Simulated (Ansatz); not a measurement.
# GeH7N3: the cost of one run

Computed with Ansatz 0.2.0, Gaussian basis. Level: the settings change from run to run.

### 1 The geometry

The geometry comes from an earlier relaxation with PBE0-D4 in a triple-zeta def2 set; it is a stationary point, not always the lowest conformer.

SMILES `[NH2][GeH]([NH2])[NH2]`, 11 atoms, charge 0, spin multiplicity 1.

Atoms are counted from 1 here; the program's logs count them from 0.

Bond lengths: N1–Ge2 1.834 Å, N1–H5 1.009 Å, N1–H6 1.010 Å, Ge2–N3 1.834 Å, Ge2–N4 1.829 Å, Ge2–H7 1.544 Å, N3–H8 1.011 Å, N3–H9 1.010 Å, N4–H10 1.010 Å, N4–H11 1.011 Å. Angles: Ge2–N1–H5 115.8°, Ge2–N1–H6 115.8°, H5–N1–H6 109.9°, N1–Ge2–N3 108.1°, N1–Ge2–N4 115.7°, N1–Ge2–H7 105.7°, N3–Ge2–N4 101.7°, N3–Ge2–H7 118.7°, N4–Ge2–H7 107.4°, Ge2–N3–H8 114.4°, Ge2–N3–H9 115.3°, H8–N3–H9 109.3°, Ge2–N4–H10 114.5°, Ge2–N4–H11 113.3°, H10–N4–H11 108.7°.

### 2 wB97/aug-cc-pVTZ

This run has the search for lower states set to off.

File in.yaml:

```yaml
crystal:
  periodic: [false, false, false]
  atoms:
    - {symbol: N, position_ang: [-1.236700, 1.127024, -0.443468]}
    - {symbol: Ge, position_ang: [0.335069, 0.288417, -0.006942]}
    - {symbol: N, position_ang: [0.027823, -0.774183, 1.455785]}
    - {symbol: N, position_ang: [0.949406, -0.929395, -1.226098]}
    - {symbol: H, position_ang: [-1.311019, 2.093820, -0.164837]}
    - {symbol: H, position_ang: [-2.081600, 0.632479, -0.195917]}
    - {symbol: H, position_ang: [1.391307, 1.409513, 0.099408]}
    - {symbol: H, position_ang: [0.809482, -1.358179, 1.718987]}
    - {symbol: H, position_ang: [-0.320229, -0.294290, 2.273154]}
    - {symbol: H, position_ang: [1.178269, -0.539743, -2.129798]}
    - {symbol: H, position_ang: [0.323692, -1.712462, -1.359873]}
basis:
  gaussian: {orbitals: aug-cc-pVTZ}
hamiltonian: {xc: {name: wB97}}
scf: {lower_state_search: off}
output: {forces: true}
```

The run is started by

```console
$ ansatz run in.yaml --threads 4 --pin off --events-out ev --progress --plain --max-ram 10444MiB
```

What time and memory should one allow on 4 threads of Intel Xeon Platinum 8259CL at 2.50GHz, shared host?

About 11 s, with a peak of 1.1 GiB.
